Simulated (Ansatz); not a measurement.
Below is the output of a Python script on Ansatz 0.2.0, Python API that makes a geometry optimisation of CH2AlClOS, SMILES S[CH]1[O][Al]1[Cl]. Write a script that gives it. Settings: CAM-B3LYP, def2-SVP basis, multiplicity 1.

```yaml
atoms:
  - { symbol: S, position_ang: [-0.9609, -0.6151, 1.3531] }
  - { symbol: C, position_ang: [0.5385, -0.3128, 0.4378] }
  - { symbol: O, position_ang: [0.7509, -1.3641, -0.4711] }
  - { symbol: Al, position_ang: [0.3902, 0.1758, -1.4112] }
  - { symbol: Cl, position_ang: [-1.0670, 1.2907, -2.7226] }
  - { symbol: H, position_ang: [-1.0639, 0.7928, 1.7438] }
  - { symbol: H, position_ang: [1.4735, -0.0353, 1.0244] }
```

```console
$ python ch2alclos.py
step   1  E = -33058.718942 eV  largest force component 2.5234 eV/A
step   2  E = -33059.497826 eV  largest force component 1.1204 eV/A
step   3  E = -33059.790629 eV  largest force component 0.7871 eV/A
step   4  E = -33059.841287 eV  largest force component 0.3091 eV/A
step   5  E = -33059.856015 eV  largest force component 0.1983 eV/A
step   6  E = -33059.862537 eV  largest force component 0.1612 eV/A
step   7  E = -33059.866940 eV  largest force component 0.3039 eV/A
step   8  E = -33059.869957 eV  largest force component 0.4618 eV/A
step   9  E = -33059.882587 eV  largest force component 0.1497 eV/A
step  10  E = -33059.837293 eV  largest force component 1.5439 eV/A
step  11  E = -33059.896987 eV  largest force component 0.3700 eV/A
step  12  E = -33059.909261 eV  largest force component 0.6593 eV/A
step  13  E = -33059.921741 eV  largest force component 0.8021 eV/A
step  14  E = -33059.961013 eV  largest force component 0.5381 eV/A
step  15  E = -33059.983192 eV  largest force component 0.3313 eV/A
step  16  E = -33059.986620 eV  largest force component 0.1336 eV/A
step  17  E = -33059.987799 eV  largest force component 0.0732 eV/A
step  18  E = -33059.985797 eV  largest force component 0.0986 eV/A
step  19  E = -33059.988077 eV  largest force component 0.0128 eV/A
step  20  E = -33059.988098 eV  largest force component 0.0063 eV/A
step  21  E = -33059.988097 eV  largest force component 0.0069 eV/A
step  22  E = -33059.988102 eV  largest force component 0.0009 eV/A
reference energy    -33059.988217 eV
total energy        -33059.988217 eV
occupied orbitals outside the frozen core (up, down): [31, 31]  frozen: 0  virtual: [61, 61]
pair        before    after (A)
S0-C1        1.7825   1.7815
S0-H5        1.4647   1.3492
C1-O2        1.4059   1.4886
C1-Al3       1.9182   1.8924
C1-H6        1.1381   1.0993
O2-Al3       1.8399   1.7015
Al3-Cl4      2.2553   2.0655
final angle C1-S0-H5: 99.11 deg
final angle S0-C1-O2: 116.66 deg
final angle S0-C1-Al3: 131.25 deg
final angle S0-C1-H6: 105.26 deg
final angle O2-C1-Al3: 59.00 deg
final angle O2-C1-H6: 111.35 deg
final angle C1-O2-Al3: 72.42 deg
final angle Al3-C1-H6: 121.81 deg
final angle C1-Al3-O2: 48.58 deg
final angle C1-Al3-Cl4: 168.97 deg
final angle O2-Al3-Cl4: 142.03 deg
```

The script that was run (others could print the same):

Script `ch2alclos.py`:
```python
'''Relax the CH2AlClOS molecule.'''

import itertools
import warnings

import ansatz as az
from ase.data import atomic_numbers, covalent_radii
import numpy as np

BASIS_SET = 'def2-SVP'
FUNCTIONAL = 'cam_b3lyp'


def main() -> None:
    warnings.simplefilter('ignore', az.DeckWarning)

    molecule = (
        az.Crystal.molecule()
        .atom('S', (-0.9609, -0.6151, 1.3531))
        .atom('C', (0.5385, -0.3128, 0.4378))
        .atom('O', (0.7509, -1.3641, -0.4711))
        .atom('Al', (0.3902, 0.1758, -1.4112))
        .atom('Cl', (-1.067, 1.2907, -2.7226))
        .atom('H', (-1.0639, 0.7928, 1.7438))
        .atom('H', (1.4735, -0.0353, 1.0244))
    )

    base = molecule.calculation().basis(gaussian=BASIS_SET).functional(FUNCTIONAL)
    symbols = [site.symbol for site in molecule.cartesian_sites]
    start = np.array([site.position_ang for site in molecule.cartesian_sites], dtype=float)
    def progress(event):
        if event['event'] == 'relax_step':
            row = event['data']
            print(f'step {row["step"]:3d}  E = {row["lagrangian_ev"]:.6f} eV  largest force component {row["allowed_force_max_ev_ang"]:.4f} eV/A')


    summary = base.relax(force_tolerance=0.005, max_steps=100).session().plan().execute(on_event=progress).report
    end = np.array(summary['positions_ang'])

    print('reference energy %16.6f eV' % summary['reference_energy_ev'])
    print('total energy     %16.6f eV' % summary['free_energy_ev'])
    print('occupied orbitals outside the frozen core (up, down):', summary['n_occupied'], ' frozen:', summary['n_frozen'], ' virtual:', summary['n_virtual'])

    # pairs closer than 1.2 times the sum of covalent radii, before or after
    radius = [covalent_radii[atomic_numbers[s]] for s in symbols]
    span = lambda where, i, j: np.linalg.norm(where[i] - where[j])
    bonded = [(i, j) for i, j in itertools.combinations(range(len(symbols)), 2) if min(span(start, i, j), span(end, i, j)) < 1.2 * (radius[i] + radius[j])]
    print('pair        before    after (A)')
    for i, j in bonded:
        print(f'{symbols[i]}{i}-{symbols[j]}{j}'.ljust(10), f'{span(start, i, j):8.4f} {span(end, i, j):8.4f}')
    for first, second in list(itertools.combinations(bonded, 2)):
        shared = set(first) & set(second)
        if shared and symbols[(j := shared.pop())] != 'H':
            i, k = sorted((set(first) | set(second)) - {j})
            u, v = end[i] - end[j], end[k] - end[j]
            angle = np.degrees(np.arccos(np.clip(u @ v / np.linalg.norm(u) / np.linalg.norm(v), -1, 1)))
            print(f'final angle {symbols[i]}{i}-{symbols[j]}{j}-{symbols[k]}{k}: {angle:.2f} deg')


if __name__ == '__main__':
    main()
```

What to keep in mind:
- Total energies depend on the basis set; only differences at equal settings carry meaning.
- The end point is the stationary point reached from this start; no frequency run checks that it is a minimum, and the basis set is modest.
- Wall time of the script: 100 s on 1 thread of Arm Neoverse V2, on a shared host, peak memory 0.3 GiB.
